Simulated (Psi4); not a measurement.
# AsH3 (SMILES [H][As]([H])[H]): BHLYP/pcSseg-2

What is the vertical singlet–triplet gap of AsH3 at BHLYP/pcSseg-2? 

The results are computed with Psi4 1.11.

1 further run of the same task is left out (set aside as unsound or not needed).

### Step 1. Starting point

AsH3 has 4 atoms, charge 0, and is taken as a singlet. SMILES: `[H][As]([H])[H]`. The shape comes from GFN2-xTB, which is rough for such elements, and wasn't checked as a minimum.

Bond lengths: As1–H2 1.496 Å, As1–H3 1.496 Å, As1–H4 1.496 Å. Angles: H2–As1–H3 89.4°, H2–As1–H4 89.3°, H3–As1–H4 89.1°.

### Step 2. A single-point energy at BHLYP/pcSseg-2

The input, ash3.in:

```
memory 1600 MB

molecule {
  0 1
  As    -0.00825810     0.01046908     1.23960365
  H      2.29888963    -0.05612487    -0.39296855
  H     -1.10129459     2.00515060    -0.43905897
  H     -1.18933693    -1.95951371    -0.40757613
  units au
  symmetry c1
}

set basis pcSseg-2
set scf_type direct

energy_value, wavefunction = energy("bhhlyp", return_wfn=True)
print_variables()
```

Command:

```console
$ psi4 -i ash3.in -o ash3.out -n 1
```

ash3.out:

```text
[...]
  Running in c1 symmetry.
[...]
  Nuclear repulsion =   35.776758224529289
[...]
  Multiplicity = 1
[...]
  Nalpha       = 18
  Nbeta        = 18
[...]
    Number of basis functions: 105
[...]
   @DF-RKS iter   1: -2236.12890397135106   -1.85540e+00   3.48357e-02 DIIS/ADIIS
[...]
   @RKS iter  10: -2237.68028951343194   -2.85490e-08   2.12142e-07 DIIS
[...]
    Orbital Energies [Eh]
    ---------------------
    Doubly Occupied:
       1A   -428.354273     2A    -54.717245     3A    -48.836198
       4A    -48.836197     5A    -48.835030     6A     -7.376207
       7A     -5.358139     8A     -5.358139     9A     -5.353947
      10A     -1.814518    11A     -1.814511    12A     -1.810805
      13A     -1.810800    14A     -1.808195    15A     -0.726166
      16A     -0.421836    17A     -0.421255    18A     -0.331350
[...]
  @RKS Final Energy: -2237.68028951343194
   => Energetics <=
    Nuclear Repulsion Energy =             35.7767582245292886
    One-Electron Energy =               -3188.6042533906475001
    Two-Electron Energy =                 958.1124081335816527
    DFT Exchange-Correlation Energy =     -42.9652024808955559
    Empirical Dispersion Energy =           0.0000000000000000
    VV10 Nonlocal Energy =                  0.0000000000000000
    Total Energy =                      -2237.6802895134323990
[...]
 Multipole Moments:
 ------------------------------------------------------------------------------------
     Multipole            Electronic (a.u.)      Nuclear  (a.u.)        Total (a.u.)
 ------------------------------------------------------------------------------------
 L = 1.  Multiply by 2.5417464519 to convert [e a0] to [Debye]
 Dipole X            :         -0.0161102            0.0176566            0.0015463
 Dipole Y            :          0.0215092           -0.0223939           -0.0008847
 Dipole Z            :          2.5364537           -2.6503826           -0.1139289
 Magnitude           :                                                    0.1139428
[...]
```

Wall time 8.4 s (1 thread of Intel Xeon Platinum 8259CL at 2.50GHz (Skylake/Cascade Lake), shared host); peak memory 0.5 GiB.

### Step 3. The triplet at the same level

The input, ash3.json:

```json
{
  "schema_name": "qcschema_input",
  "schema_version": 1,
  "molecule": {
    "schema_name": "qcschema_molecule",
    "schema_version": 2,
    "symbols": ["As", "H", "H", "H"],
    "geometry": [-0.0082581, 0.01046908, 1.23960365, 2.29888963, -0.05612487, -0.39296855, -1.10129459, 2.0051506, -0.43905897, -1.18933693, -1.95951371, -0.40757613],
    "molecular_charge": 0,
    "molecular_multiplicity": 3,
    "fix_symmetry": "c1"
  },
  "driver": "energy",
  "model": {
    "method": "bhhlyp",
    "basis": "pcSseg-2"
  },
  "keywords": {
    "reference": "uks",
    "scf_type": "direct"
  }
}
```

Command:

```console
$ psi4 --qcschema ash3.json -n 1 --memory 1600MB
```

stdout:

```text
[...]
  Running in c1 symmetry.
[...]
  Nuclear repulsion =   35.776758224529289
[...]
  Multiplicity = 3
[...]
  Nalpha       = 19
  Nbeta        = 17
[...]
    Number of basis functions: 105
[...]
   @DF-UKS iter   1: -2236.05552173489605   -1.78201e+00   3.40685e-02 ADIIS/DIIS
[...]
   @UKS iter  28: -2237.45440076594423   -2.99102e-07   9.76875e-07 DIIS
[...]
   @S^2 Observed:                2.007728185E+00
[...]
    Orbital Energies [Eh]
    ---------------------
    Alpha Occupied:
       1A   -428.407856     2A    -54.768040     3A    -48.889323
       4A    -48.886839     5A    -48.886033     6A     -7.429528
       7A     -5.416101     8A     -5.409638     9A     -5.405954
      10A     -1.869373    11A     -1.868139    12A     -1.868014
      13A     -1.860000    14A     -1.858953    15A     -0.773314
      16A     -0.462244    17A     -0.457540    18A     -0.417971
      19A     -0.111467
    Alpha Virtual:
      20A      0.018043    21A      0.031648    22A      0.143302
      23A      0.146405    24A      0.170787    25A      0.229306
[...]
  @UKS Final Energy: -2237.45440076594423
   => Energetics <=
    Nuclear Repulsion Energy =             35.7767582245292886
    One-Electron Energy =               -3186.7715675031759019
    Two-Electron Energy =                 956.4896401532165555
    DFT Exchange-Correlation Energy =     -42.9492316405137728
    Empirical Dispersion Energy =           0.0000000000000000
    VV10 Nonlocal Energy =                  0.0000000000000000
    Total Energy =                      -2237.4544007659442286
[...]
 Multipole Moments:
 ------------------------------------------------------------------------------------
     Multipole            Electronic (a.u.)      Nuclear  (a.u.)        Total (a.u.)
 ------------------------------------------------------------------------------------
 L = 1.  Multiply by 2.5417464519 to convert [e a0] to [Debye]
 Dipole X            :          0.0268401            0.0176566            0.0444967
 Dipole Y            :          0.0211770           -0.0223939           -0.0012169
 Dipole Z            :          2.7419869           -2.6503826            0.0916044
 Magnitude           :                                                    0.1018469
[...]
```

The result, in JSON:

```text
{
 "driver": "energy",
 "model": {
  "method": "bhhlyp",
  "basis": "pcSseg-2"
 },
 "success": true,
 "return_result": -2237.4544007659442,
 "properties": {
  "calcinfo_nbasis": 105,
  "calcinfo_nmo": 105,
  "calcinfo_nalpha": 19,
  "calcinfo_nbeta": 17,
  "calcinfo_natom": 4,
  "nuclear_repulsion_energy": 35.77675822452929,
  "return_energy": -2237.4544007659442,
  "scf_one_electron_energy": -3186.771567503176,
  "scf_two_electron_energy": 956.4896401532166,
  "scf_xc_energy": -42.94923164051377,
  "scf_dipole_moment": [0.04449667763454784, -0.0012169185097786472, 0.09160435610197037],
  "scf_total_energy": -2237.4544007659442,
  "scf_iterations": 28
 }
}
```

It took 19 s on 1 thread of Intel Xeon Platinum 8259CL at 2.50GHz (Skylake/Cascade Lake), shared host; peak memory 0.5 GiB.

### Step 4. Outcome

At BHLYP/pcSseg-2:

| quantity | value |
| --- | --- |
| singlet: total energy | -2237.68029 Eh |
| singlet: dipole moment | 0.29 D |
| singlet: HOMO energy | -9.02 eV |
| singlet: LUMO energy | 1.18 eV |
| singlet: HOMO–LUMO gap | 10.20 eV |
| triplet: total energy | -2237.45440 Eh |
| triplet: dipole moment | 0.26 D |
| triplet: HOMO energy (highest over α and β) | -3.03 eV |
| triplet: ⟨S²⟩ | 2.008 |
| vertical energy of the triplet above the singlet | 6.147 eV |

In words: At this shape the triplet lies 6.15 eV (142 kcal/mol) above the singlet.
